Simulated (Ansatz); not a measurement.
This script drives Ansatz 0.2.0, Python API.

`tae_ch6alb.py`:
```python
'''Atomisation energy of CH6AlB at the given geometry.'''

from collections import Counter

import ansatz as az

BASIS = 'def2-TZVPP'
LEVEL = 'ccsd_t'


def total_energy(molecule, charge=0, unpaired=0):
    calc = (
        molecule.calculation()
        .basis(gaussian=BASIS)
        .correlation(LEVEL)
    )
    if charge:
        calc = calc.charge(charge)
    if unpaired:
        calc = calc.spin('collinear', total=unpaired)
    report = calc.run(threads=1, pin='off').report
    if report['published_state_doubts']:
        print('  doubts:', report['published_state_doubts'])
    return report['free_energy_ev']

geometry_ang = [
    ('B', [-0.4796, 0.7198, -1.1114]),
    ('C', [0.6529, 0.1021, -0.3009]),
    ('Al', [-0.1081, -0.8212, 1.2901]),
    ('H', [-1.3007, 0.0983, -1.597]),
    ('H', [-0.5529, 1.9269, -1.3066]),
    ('H', [1.3661, 0.9083, 0.0262]),
    ('H', [1.2162, -0.6253, -0.9367]),
    ('H', [0.1855, -2.3761, 1.4803]),
    ('H', [-0.891, 0.021, 2.439]),
]
ch6alb = az.Crystal.molecule()
for symbol, xyz in geometry_ang:
    ch6alb = ch6alb.atom(symbol, xyz)

# Hund ground states
unpaired = {'B': 1, 'C': 2, 'Al': 1, 'H': 1}
counts = Counter(site.symbol for site in ch6alb.cartesian_sites)
atom_energy = {s: total_energy(az.Crystal.molecule().atom(s, (0, 0, 0)), 0, unpaired[s]) for s in counts}
whole = total_energy(ch6alb, 0, 0)
for s, e in atom_energy.items():
    print(f'{s:2s} x{counts[s]}  {e:14.5f} eV')
print(f'CH6AlB: {whole:.5f} eV')
split = sum(counts[s] * e for s, e in atom_energy.items()) - whole
print(f'atomisation energy (no zero-point term): {split:.3f} eV, {split / sum(counts.values()):.3f} eV an atom')
```

It is started by `python tae_ch6alb.py`. Estimate its wall time and peak memory on 1 thread of Intel(R) Xeon(R) 6975P-C (Granite Rapids), with other jobs on the host.

It took about 22 s, with a peak of 2.1 GiB, for 5 runs of the engine.

```console
$ python tae_ch6alb.py
B  x1      -669.34313 eV
C  x1     -1028.07419 eV
Al x1     -6583.14994 eV
H  x6       -13.60052 eV
CH6AlB: -8391.51415 eV
atomisation energy (no zero-point term): 29.344 eV, 3.260 eV an atom
```

29.344 eV from the electronic energies, without the zero-point term.

The settings weren't tested for convergence. The geometry is a force-field or estimated start, not a minimum of this method, and the basis set is short of its limit. All parts are taken at fixed geometry, without zero-point energy.
